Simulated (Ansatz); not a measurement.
Runs of Ansatz 0.2.0 on WS. The structure is cubic, space group Pm-3m (No. 221). Conventional cell: a = 3.008 Å, b = 3.008 Å, c = 3.008 Å, α = 90.00°, β = 90.00°, γ = 90.00°. W (site symmetry m-3m) is surrounded by 8 S at 2.60 Å. S (site symmetry m-3m) has 8 W at 2.60 Å as nearest neighbours. The cell was built by a generator and needn't be a form met in nature.

| task | level | cell | k mesh | cutoff (eV) | mesh quality | gap on the mesh (eV) | pressure (GPa) | relaxed volume (Å³/atom) |
| --- | --- | --- | --- | --- | --- | --- | --- | --- |
| projected density of states | LDA | as given | 5 × 5 × 5 | 420 | coarse | none | -11.7 | - |
| phonons | LDA | as given | 7 × 7 × 7 | 420 | not flagged | none | - | - |
| projected density of states | revPBE | as given | 5 × 5 × 5 | 420 | coarse | none | (b) | - |
| projected density of states | r2SCAN | as given | 5 × 5 × 5 | 500 | coarse | none | -2.9 | - |
| projected density of states | r2SCAN0 | as given | 5 × 5 × 5 | 500 | coarse | none | - | - |
| projected density of states | RPBE | as given | 5 × 5 × 5 | 420 | coarse | none | 3.4 | - |
| projected density of states | HSE06 | as given | 5 × 5 × 5 | 420 | coarse | none | - | - |
| relaxation of cell and atoms | PBEsol+D4 | relaxed | 9 × 9 × 9 | 420 | not flagged | none | 0.0 | 13.00 |
| relaxation of cell and atoms | revPBE+D4 | relaxed | 9 × 9 × 9 | 420 | not flagged | none | 0.0 | 13.10 |
| projected density of states | PBE | as given | 5 × 5 × 5 | 420 | coarse | none | (a) | - |
| relaxation of cell and atoms | PBEsol | relaxed | 9 × 9 × 9 | 420 | not flagged | none | 0.0 | 13.20 |

Alike in all rows: potentials or basis Ansatz PAW; no spin polarisation; smearing fermi-dirac 0.05 eV.

Q: Fill in the values left out.

A: (a) 0.2; (b) 2.5.

Caveats: some runs use coarse meshes; the PAW data sets come from PBE, with cores solved anew for the run's functional, which leaves a small shift of forces and pressure (some runs); the potentials were made for another functional, which shifts forces and pressure (some runs); the plane-wave basis is chosen anew once the cell has moved, so the energies of steps on either side of that aren't comparable (some runs); pairwise dispersion overbinds metals, which lowers pressure and volume (some runs).

A k mesh can miss the band edges, and the runs leave out spin-orbit coupling on W.

A gap of «none» marks a metal or a gap under the smearing width.

Not every run made on this cell is shown here.
